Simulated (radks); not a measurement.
# Te³⁺ in [Kr] 4d10 5s2 5p1: an all-electron calculation

The task here is to estimate one member of a computed series from the others.

Method: Dirac Kohn-Sham, PBEsol, spin-unpolarised, spherical densities, finite nucleus; open shells are shared between the two j in proportion to 2j + 1. Code: radks (a radial shooting solver on a logarithmic mesh, Libxc functionals) version 1.

**Starting point**

| Item | Value |
| --- | --- |
| element | tellurium (Z = 52) |
| charge | +3 |
| electrons | 49 |
| configuration | [Kr] 4d10 5s2 5p1 |
| nuclear rms radius | 4.7423 fm |

Outer shells as boxes (Hund's rule):

Te³⁺
```
[Kr] core
4d [↑↓][↑↓][↑↓][↑↓][↑↓]
5s [↑↓]
5p [↑ ][  ][  ]
```

The first run:

Settings of this run:

```text
Z 52
configuration [Kr] 4d10 5s2 5p1
relativity Dirac
functional pbe_sol,pbe_sol
spin unpolarised
j_filling average
nucleus finite rms 4.7423 fm
c 137.035999084
```

Command:

```
$ python run_ks.py task.json out
```

This one command runs every case of the session in turn.

One table of the session follows, with a row left open; its other results are not shown here.

It belongs to the step «Radial structure». Sizes of the orbitals, from the radial functions (bohr):

| level | <r> | outermost maximum (interpolated) | 90 % within | nodes |
| --- | --- | --- | --- | --- |
| 1s1/2 | 0.02782 | 0.0179 | 0.0500 | 0 |
| 2s1/2 | 0.1195 | 0.102 | 0.185 | 1 |
| 2p1/2 | 0.1008 | 0.0780 | 0.165 | 0 |
| 2p3/2 | 0.1064 | 0.0827 | 0.173 | 0 |
| 3s1/2 | 0.3220 | 0.293 | 0.474 | 2 |
| 3p1/2 | 0.3124 | 0.279 | 0.470 | 1 |
| 3p3/2 | 0.3238 | 0.290 | 0.486 | 1 |
| 3d3/2 | 0.2947 | 0.236 | 0.464 | 0 |
| 3d5/2 | 0.2984 | 0.239 | 0.469 | 0 |
| 4s1/2 | 0.7643 | 0.701 | 1.10 | 3 |
| 4p1/2 | ? | ? | ? | ? |
| 4p3/2 | 0.8295 | 0.746 | 1.22 | 2 |
| 4d3/2 | 0.9583 | 0.805 | 1.47 | 1 |
| 4d5/2 | 0.9699 | 0.814 | 1.48 | 1 |
| 5s1/2 | 1.917 | 1.73 | 2.75 | 4 |
| 5p1/2 | 2.175 | 1.94 | 3.15 | 3 |
| 5p3/2 | 2.244 | 2.00 | 3.24 | 3 |

Estimate the missing values for 4p1/2.

As computed: <r>: 0.8009; outermost maximum (interpolated): 0.721; 90 % within: 1.17; nodes: 2. In the column «<r>» it lies between 4s1/2 (0.7643) and 4p3/2 (0.8295).

To keep in mind: Spin polarisation and multiplet splitting are left out.
